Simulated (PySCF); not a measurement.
# H2O3W with other numerical set-ups

Which parts of the numerical set-up matter for H2O3W? Each run edits the base script.

Computed with PySCF 2.14.0. Level: each script names its method and basis.

### 1 Starting geometry

H2O3W: 6 atoms, charge 0, spin multiplicity 1.

Bond lengths: W1–O2 1.682 Å, W1–O3 1.856 Å, W1–O4 1.846 Å, O3–H5 0.962 Å, O4–H6 0.958 Å. Angles: O2–W1–O3 114.8°, O2–W1–O4 112.9°, O3–W1–O4 132.3°, W1–O3–H5 138.4°, W1–O4–H6 153.6°.

Coordinates:

```
W    -0.0086    0.0015    0.0000
O     1.6710   -0.0961    0.0000
O    -0.6888    1.7279    0.0000
O    -0.8239   -1.6543    0.0000
H    -0.3578    2.6309    0.0000
H    -1.5855   -2.2362    0.0000
```

### 2 The run that the others are compared with

input.py reads:

```python
from pyscf import gto, scf

mol = gto.M(
    atom='W -0.0086 0.0015 0; O 1.671 -0.0961 0; O -0.6888 1.7279 0; O -0.8239 -1.6543 0; H -0.3578 2.6309 0; H -1.5855 -2.2362 0',
    basis='sbkjc',
    ecp={'W': 'sbkjc', 'O': 'sbkjc'},
    charge=0,
    spin=0,
    verbose=3,
)
mf = scf.RHF(mol)
mf.level_shift = 0.3
mf.kernel()
mf.dip_moment()
print('orbital energies (hartree):', mf.mo_energy[..., max(0, mol.nelec[1]-3):mol.nelec[0]+3].round(4))
```

Run with:

```console
> OMP_NUM_THREADS=1 python input.py
```

### 3 Lanl2dz

Edit 1 changes basis set: sbkjc → lanl2dz. The core potential changes with it: totals don't compare.

Edit input.py of step 2 so:

```diff
@@ -4,4 +4,4 @@
     atom='W -0.0086 0.0015 0; O 1.671 -0.0961 0; O -0.6888 1.7279 0; O -0.8239 -1.6543 0; H -0.3578 2.6309 0; H -1.5855 -2.2362 0',
-    basis='sbkjc',
-    ecp={'W': 'sbkjc', 'O': 'sbkjc'},
+    basis='lanl2dz',
+    ecp={'W': 'lanl2dz'},
     charge=0,
```

### 4 Crenbl

Edit 2 changes basis set: sbkjc → crenbl. The core potential changes with it: totals don't compare.

Edit input.py of step 2 so:

```diff
@@ -4,4 +4,4 @@
     atom='W -0.0086 0.0015 0; O 1.671 -0.0961 0; O -0.6888 1.7279 0; O -0.8239 -1.6543 0; H -0.3578 2.6309 0; H -1.5855 -2.2362 0',
-    basis='sbkjc',
-    ecp={'W': 'sbkjc', 'O': 'sbkjc'},
+    basis='crenbl',
+    ecp={'W': 'crenbl', 'O': 'crenbl'},
     charge=0,
```

### 5 Cartesian functions on

Edit 3 changes Cartesian functions: off → on.

Edit input.py of step 2 so:

```diff
@@ -8,2 +8,3 @@
     spin=0,
+    cart=True,
     verbose=3,
```

Before running it: what results should come out? Wanted: for each run, E(SCF); from base; SCF dipole.

The runs gave:

```tsv
run	E(SCF) (hartree)	from base (eV)	SCF dipole (D)	functions
base	-115.330135	0	4.05	59
lanl2dz	-292.931723	not comparable	4.10	53
crenbl	-115.377124	not comparable	4.12	96
Cartesian functions on	-115.336495	-0.1731	4.04	n/a
```

In words: Total energies from different bases, Hamiltonians or methods carry different errors, so properties are taken as differences within one set-up.
